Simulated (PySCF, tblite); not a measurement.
# C4H7FSeSi: geometry, infrared bands and NMR shifts

What infrared bands and NMR shifts should C4H7FSeSi (`C#CC[SiH2][Se]CF`) show?

Programs: tblite 0.8.0 and PySCF 2.14.0, with density-fitted response routines of our own. Each step states its level of theory. These are calculated values for one molecule in the gas phase, unless marked as measured. Atoms are numbered from 0 throughout.

## (1) The starting structure

14 atoms, charge 0, multiplicity 1; geometry from: force field or distance geometry start.

Bonds of the start (Å): C0–C1 1.19, C1–C2 1.49, C2–Si3 1.87, Si3–Se4 2.29, Se4–C5 1.92, C5–F6 1.40, C0–H7 1.08, C2–H8 1.11, C2–H9 1.10, Si3–H10 1.47, Si3–H11 1.48, C5–H12 1.10, C5–H13 1.10.

## (2) Relaxing the molecule with GFN2-xTB

The job: settings as JSON, then the geometry in Å.

```
{"job": {"kind": "relax", "xc": "GFN2-xTB", "basis": "xTB"}, "charge": 0, "multiplicity": 1}
C     -2.752700     1.185500    -0.342400
C     -2.295700     0.253500     0.241300
C     -1.709200    -0.905300     0.979700
Si     0.036300    -1.078900     0.346200
Se     1.511400     0.178500     1.572400
C      2.781500     0.905900     0.331300
F      3.501400    -0.172900    -0.197200
H     -3.160300     2.029300    -0.873900
H     -2.341600    -1.782500     0.717700
H     -1.710900    -0.636200     2.041300
H      0.462300    -2.482400     0.235300
H      0.022900    -0.518900    -1.020900
H      2.220700     1.334000    -0.507900
H      3.433200     1.690000     0.734900
```

Command:

```bash
> OMP_NUM_THREADS=1 python probes_run.py task.json out
```

The driver reads the jobs from task.json and runs them one after another.

Log:

```text
step      E/eV     max force
  0    -590.41334    1.943
  1    -590.47564    4.420
  2    -590.60541    0.737
  3    -590.63665    0.447
  4    -590.67142    0.462
  5    -590.68297    0.304
  6    -590.69108    0.219
  7    -590.69722    0.200
  8    -590.70455    0.214
  9    -590.71041    0.226
 10    -590.71522    0.207
 11    -590.71852    0.134
 12    -590.72051    0.093
 13    -590.72180    0.103
 14    -590.72322    0.152
 15    -590.72524    0.169
 16    -590.72776    0.140
 17    -590.73006    0.116
 18    -590.73181    0.103
 19    -590.73340    0.108
 20    -590.73522    0.135
 21    -590.73704    0.118
 22    -590.73838    0.089
 23    -590.73929    0.076
 24    -590.74017    0.084
 25    -590.74124    0.097
 26    -590.74228    0.086
 27    -590.74301    0.066
 28    -590.74344    0.067
 29    -590.74382    0.053
 30    -590.74426    0.062
 31    -590.74469    0.067
 32    -590.74505    0.054
 33    -590.74535    0.050
 34    -590.74569    0.050
 35    -590.74615    0.063
 36    -590.74674    0.065
 37    -590.74741    0.078
 38    -590.74819    0.095
 39    -590.74918    0.093
 40    -590.75039    0.098
 41    -590.75164    0.101
 42    -590.75273    0.080
 43    -590.75357    0.083
 44    -590.75428    0.090
 45    -590.75499    0.077
 46    -590.75561    0.062
 47    -590.75612    0.066
 48    -590.75667    0.062
 49    -590.75744    0.081
 50    -590.75846    0.085
 51    -590.75908    0.072
 52    -590.75967    0.092
 53    -590.75995    0.060
 54    -590.76032    0.036
 55    -590.76053    0.035
 56    -590.76079    0.036
 57    -590.76090    0.037
 58    -590.76101    0.031
 59    -590.76116    0.031
 60    -590.76137    0.037
 61    -590.76155    0.038
 62    -590.76171    0.037
 63    -590.76191    0.043
 64    -590.76225    0.061
 65    -590.76285    0.076
 66    -590.76359    0.065
 67    -590.76418    0.050
 68    -590.76451    0.045
 69    -590.76470    0.037
 70    -590.76497    0.048
 71    -590.76547    0.053
 72    -590.76632    0.043
 73    -590.76663    0.041
 74    -590.76688    0.034
 75    -590.76709    0.034
 76    -590.76730    0.040
 77    -590.76749    0.034
 78    -590.76764    0.031
 79    -590.76775    0.028
 80    -590.76786    0.026
 81    -590.76798    0.033
 82    -590.76810    0.028
 83    -590.76822    0.023
 84    -590.76831    0.019
 85    -590.76840    0.025
 86    -590.76852    0.028
 87    -590.76876    0.039
 88    -590.76922    0.050
 89    -590.76992    0.067
 90    -590.77083    0.072
 91    -590.77196    0.056
 92    -590.77285    0.102
 93    -590.77109    0.261
 94    -590.77369    0.070
 95    -590.77353    0.071
 96    -590.77406    0.051
 97    -590.77420    0.049
 98    -590.77436    0.042
 99    -590.77472    0.021
100    -590.77480    0.051
101    -590.77488    0.018
102    -590.77491    0.016
103    -590.77493    0.017
104    -590.77496    0.018
105    -590.77499    0.023
106    -590.77503    0.020
107    -590.77507    0.024
108    -590.77513    0.025
109    -590.77521    0.023
110    -590.77527    0.026
111    -590.77528    0.022
112    -590.77532    0.010
```

It took 0.78 s on 1 thread of Arm Neoverse V1, shared host.

Relaxation path: (not every step is listed)

| step | energy from step 0 (eV) | largest force (eV/Å) |
| --- | --- | --- |
| 0 | 0.0000 | 1.9429 |
| 1 | -0.0623 | 4.4196 |
| 2 | -0.1921 | 0.7365 |
| 3 | -0.2233 | 0.4466 |
| 4 | -0.2581 | 0.4621 |
| 5 | -0.2696 | 0.3037 |
| 6 | -0.2777 | 0.2191 |
| 7 | -0.2839 | 0.1997 |
| 8 | -0.2912 | 0.2145 |
| 17 | -0.3167 | 0.1156 |
| 26 | -0.3289 | 0.0861 |
| 35 | -0.3328 | 0.0631 |
| 44 | -0.3409 | 0.0896 |
| 53 | -0.3466 | 0.0602 |
| 62 | -0.3484 | 0.0368 |
| 71 | -0.3521 | 0.0530 |
| 80 | -0.3545 | 0.0263 |
| 89 | -0.3566 | 0.0666 |
| 98 | -0.3610 | 0.0422 |
| 107 | -0.3617 | 0.0236 |
| 108 | -0.3618 | 0.0248 |
| 109 | -0.3619 | 0.0226 |
| 110 | -0.3619 | 0.0263 |
| 111 | -0.3619 | 0.0216 |
| 112 | -0.3620 | 0.0097 |

Distances of close pairs at the start and the end, largest changes first:

```csv
bond,before (Å),after (Å),change (Å)
C1–C2,1.494,1.442,-0.052
C2–Si3,1.865,1.909,+0.044
C5–F6,1.400,1.357,-0.043
Se4–C5,1.919,1.962,+0.043
C0–H7,1.077,1.048,-0.029
C2–H8,1.113,1.091,-0.022
Si3–H11,1.477,1.466,-0.012
Si3–H10,1.471,1.463,-0.008
```

The final coordinates are the input of the step that follows.

## (3) Infrared spectrum with GFN2-xTB

The job: settings as JSON, then the geometry in Å.

```
{"job": {"kind": "ir", "xc": "GFN2-xTB", "basis": "xTB"}, "charge": 0, "multiplicity": 1}
C     -2.995431     1.246437    -0.044187
C     -2.419452     0.265536     0.328618
C     -1.699326    -0.903267     0.770148
Si     0.108683    -0.868023     0.158315
Se     1.092435     0.920881     1.209686
C      2.817475     0.762486     0.288803
F      3.337292    -0.482869     0.434876
H     -3.520397     2.097566    -0.359141
H     -2.195396    -1.798420     0.393268
H     -1.723098    -0.941679     1.862046
H      0.807841    -2.092725     0.548719
H      0.194906    -0.634501    -1.286278
H      2.682915     0.947949    -0.780679
H      3.510875     1.480157     0.733665
```

Log:

```text
mode    cm-1     km/mol
  1      15.0      0.43
  2      33.8      0.43
  3      58.7      5.11
  4      95.9      1.53
  5     124.9      4.37
  6     168.5      1.95
  7     282.6      9.00
  8     286.8      1.41
  9     354.6     40.54
 10     360.2      3.72
 11     463.9     52.66
 12     549.4      1.05
 13     563.9      7.17
 14     621.4     10.21
 15     632.6     42.37
 16     656.6    304.86
 17     738.4     97.76
 18     763.3    159.66
 19     778.2    255.09
 20     829.2      2.91
 21    1011.8     17.55
 22    1033.2    142.61
 23    1109.5      8.82
 24    1182.2      9.90
 25    1201.5     27.78
 26    1229.0     51.27
 27    1398.4      0.57
 28    1422.3      4.60
 29    2235.1    266.77
 30    2261.1    219.17
 31    2290.1     26.89
 32    2933.0     16.95
 33    2952.8     25.94
 34    2958.5      9.30
 35    2977.1     19.69
 36    3402.4      5.73
```

Wall time 0.49 s (1 thread of Arm Neoverse V1, shared host).

The strongest bands and the atoms that carry them (share of the mass-weighted mode):

```csv
cm⁻¹,km/mol,atoms
464,52.7,"H10 35 %, H11 28 %, Si3 20 %, C1 10 %"
657,304.9,"H7 35 %, H11 27 %, H10 25 %"
738,97.8,"C2 31 %, H11 23 %, H10 13 %, H9 12 %"
763,159.7,"H10 35 %, H11 26 %, Si3 17 %, C2 13 %"
778,255.1,"H8 25 %, C2 24 %, H9 20 %"
1033,142.6,"C5 55 %, F6 41 %"
2235,266.8,H11 96 %
2261,219.2,H10 96 %
```

## (4) Nuclear shieldings: PBE0/pcSseg-1

Same as in step 3 but for these lines:

```diff
@@ -1,2 +1,2 @@
-{"job": {"kind": "ir", "xc": "GFN2-xTB", "basis": "xTB"}, "charge": 0, "multiplicity": 1}
+{"job": {"kind": "nmr", "xc": "PBE0", "basis": "pcSseg-1"}, "charge": 0, "multiplicity": 1}
 C     -2.995431     1.246437    -0.044187
```

With the program's defaults for keys left out, this is: GIAO PBE0/pcSseg-1 NMR shielding, non-relativistic, gas phase.

Log:

```text
coarse grid: 57072 points
cycle   1  E = -2946.4101087075  dE = -3.009e-01  |g| = 8.414e-01  |ddm| = 3.667e+00
cycle   2  E = -2946.3895828350  dE =  2.053e-02  |g| = 7.689e-01  |ddm| = 1.034e+00
cycle   3  E = -2946.4757627699  dE = -8.618e-02  |g| = 2.102e-01  |ddm| = 5.728e-01
cycle   4  E = -2946.4823436509  dE = -6.581e-03  |g| = 5.184e-02  |ddm| = 1.292e-01
cycle   5  E = -2946.4827411619  dE = -3.975e-04  |g| = 2.481e-02  |ddm| = 4.964e-02
cycle   6  E = -2946.4828847457  dE = -1.436e-04  |g| = 5.370e-03  |ddm| = 1.943e-02
cycle   7  E = -2946.4828922526  dE = -7.507e-06  |g| = 9.188e-04  |ddm| = 5.757e-03
final grid: 119040 points
cycle   8  E = -2946.4828941392  dE =  6.161e-08  |g| = 1.050e-03  |ddm| = 2.862e-03
cycle   9  E = -2946.4828937874  dE =  3.518e-07  |g| = 1.543e-03  |ddm| = 2.763e-03
cycle  10  E = -2946.4828944199  dE = -6.325e-07  |g| = 3.685e-04  |ddm| = 1.606e-03
cycle  11  E = -2946.4828944531  dE = -3.318e-08  |g| = 4.394e-05  |ddm| = 2.778e-04
cycle  12  E = -2946.4828944536  dE = -4.320e-10  |g| = 8.859e-06  |ddm| = 3.894e-05
converged SCF energy = -2946.4828944536

GIAO shielding tensors (ppm)
atom      isotropic    diamagn.    paramagn.     s11        s22        s33       span
  0 C      111.311     257.538    -146.227     36.243     42.078    255.613    219.371
  1 C      102.858     262.954    -160.096      3.172     11.425    293.978    290.807
  2 C      184.591     253.285     -68.694    174.747    180.881    198.146     23.399
  3 Si     368.655     879.444    -510.789    336.153    361.914    407.899     71.747
  4 Se    1869.352    3002.487   -1133.135   1310.210   1758.047   2539.797   1229.587
  5 C       96.146     242.164    -146.018     39.467     91.662    157.308    117.841
  6 F      390.724     474.012     -83.288    333.786    373.281    465.106    131.319
  7 H       30.337      34.333      -3.995     24.726     25.278     41.008     16.283
  8 H       29.634      26.948       2.685     23.702     27.855     37.344     13.641
  9 H       29.667      27.993       1.674     25.631     27.526     35.845     10.215
 10 H       26.511      28.878      -2.366     21.638     25.617     32.279     10.641
 11 H       26.518      29.649      -3.131     22.991     24.499     32.064      9.073
 12 H       25.504      28.836      -3.332     18.713     26.062     31.739     13.026
 13 H       25.661      27.342      -1.681     19.280     25.593     32.110     12.830
```

Wall time 31 s (1 thread of Arm Neoverse V1, shared host); peak memory 0.89 GiB.

The references, computed at this level on geometries of the same kind, shield at (ppm): ¹H TMS 31.72, ¹³C TMS 186.9, ²⁹Si TMS 349.2, ¹⁹F CFCl3 170.9, ⁷⁷Se Me2Se 1758. Their shielding less the atom's gives the shift. The references are single molecules in the gas phase, so shifts against H2O, NH3, PH3, H3PO4 or CFCl3 are not on the usual liquid scales and can be off by tens of ppm. Atoms listed in one row are averaged.

```
   atoms                                     environment  σ (ppm)  δ (ppm)
      C5                      sp3 CH2 bonded to F and Se     96.1     90.8
      C1                                   alkyne carbon    102.9     84.1
      C0                          terminal alkyne carbon    111.3     75.6
      C2                propargylic sp3 CH2 bonded to Si    184.6      2.3
H12, H13       hydrogen on an sp3 CH2 bonded to F and Se    25.58     6.13
H10, H11           hydrogen on a silicon bonded to C, Se    26.51     5.20
  H8, H9  hydrogen on a propargylic sp3 CH2 bonded to Si    29.65     2.07
      H7            hydrogen on a terminal alkyne carbon    30.34     1.38
     Si3                    silicon bonded to C, Se, 2 H    368.7    -19.5
     Se4                        selenium bonded to C, Si     1869     -111
      F6                       fluorine on an sp3 carbon    390.7   -219.8
```

Charges from the same density, by scheme (e):

```csv
atoms,Mulliken,IAO,Hirshfeld,ESP fit
C0,-0.36,-0.26,-0.13,-0.62
C1,0.13,-0.03,-0.05,0.24
C2,-0.46,-0.55,-0.14,-0.49
Si3,0.70,0.66,0.31,0.42
Se4,-0.38,-0.11,-0.06,-0.19
C5,0.09,-0.07,0.01,-0.27
F6,-0.31,-0.30,-0.11,-0.14
```

Mayer bond orders: C0–C1 2.56, C1–C2 1.08, C2–Si3 0.88, Si3–Se4 0.91, Se4–C5 1.03, C5–F6 0.89.

## (5) Summary of results

```
                                                              quantity                       value
                             strongest single infrared mode (GFN2-xTB)        657 cm⁻¹, 305 km/mol
                                          zero-point energy (GFN2-xTB)               57.1 kcal/mol
                                ¹³C shifts against TMS (PBE0/pcSseg-1)   90.8, 84.1, 75.6, 2.3 ppm
¹H shifts against TMS (PBE0/pcSseg-1, means over atoms taken as alike)  6.13, 5.20, 2.07, 1.38 ppm
                               ²⁹Si shifts against TMS (PBE0/pcSseg-1)                   -19.5 ppm
                             ⁷⁷Se shifts against Me2Se (PBE0/pcSseg-1)                    -111 ppm
                              ¹⁹F shifts against CFCl3 (PBE0/pcSseg-1)                  -219.8 ppm
```

In words: Over 112 steps the energy fell by 0.362 eV; of the close pairs, C1–C2 changed most, 1.494 to 1.442 Å. All 36 modes are real, so the xTB geometry is a minimum. The strongest single mode, at 657 cm⁻¹, has its largest shares on H7, H11 and H10 (the list is cut at 3 atoms). Unscaled tight-binding wavenumbers are off by several per cent, some by more. Its intensities can rank the bands wrongly. The most deshielded carbon is C5 (sp3 CH2 bonded to F and Se), at 90.8 ppm: pulled downfield by the heteroatom. The most deshielded hydrogen is H12, H13 (mean) (hydrogen on an sp3 CH2 bonded to F and Se), at 6.13 ppm: its carbon carries F, an electronegative neighbour. At PBE0/pcSseg-1: The widest tensor belongs to Se4: span 1230 ppm, with a paramagnetic part of -1133 ppm. Spin-orbit coupling is left out, which matters for shieldings and couplings at and beside the heavy atoms.
